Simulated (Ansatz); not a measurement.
# BClF2H2: the cost of one run

All numbers below are computed with Ansatz 0.2.0 (RKS r2SCAN/6-31G*).

## Step 1: The starting structure

Bond lengths: B1–F2 1.670 Å, B1–H3 1.190 Å, B1–F4 1.320 Å, B1–Cl5 2.160 Å, Cl5–H6 1.380 Å. Angles: F2–B1–H3 120.0°, F2–B1–F4 120.0°, F2–B1–Cl5 71.6°, H3–B1–F4 120.0°, H3–B1–Cl5 97.0°, F4–B1–Cl5 101.2°, B1–Cl5–H6 63.0°.

Coordinates:

```xyz
6

B     0.0000    0.0000    0.0000
F     0.0000    0.0000    1.6700
H     1.0305    0.0000   -0.5950
F    -1.1431    0.0000   -0.6600
Cl    0.0903   -2.0478    0.6811
H     0.0470   -1.0669    1.6505
```

## Step 2: Pulling towards end A

Springs on the bonds that form and break draw the guess towards this end; the thresholds are loose.

Input file input.yaml:

```yaml
crystal:
  periodic: [false, false, false]
  atoms:
    - { symbol: B, position_ang: [0.0, 0.0, 0.0] }
    - { symbol: F, position_ang: [0.0, 0.0, 1.67] }
    - { symbol: H, position_ang: [1.0305, 0.0, -0.595] }
    - { symbol: F, position_ang: [-1.1431, 0.0, -0.66] }
    - { symbol: Cl, position_ang: [0.0903, -2.0478, 0.6811] }
    - { symbol: H, position_ang: [0.047, -1.0669, 1.6505] }
basis:
  gaussian: { orbitals: "6-31G*" }
hamiltonian:
  xc: r2scan
relax:
  f_tol: 0.15
  max_steps: 25
  restrain:
    - { distance: [0, 4], at: 3.06, k: 30.0 }
    - { distance: [5, 1], at: 2.12, k: 30.0 }
    - { distance: [0, 1], at: 1.32, k: 30.0 }
    - { distance: [5, 4], at: 1.37, k: 30.0 }
output:
  orbitals: {}
```

Command:

```sh
$ ansatz run input.yaml --threads 1 --pin off --max-ram 2048MiB --backend cpu --events-out ev --progress --plain --runs-dir out
```

Q: Estimate wall time and peak memory on 1 thread of Arm Neoverse V1, shared host.

About 27 s, with a peak of 0.14 GiB.
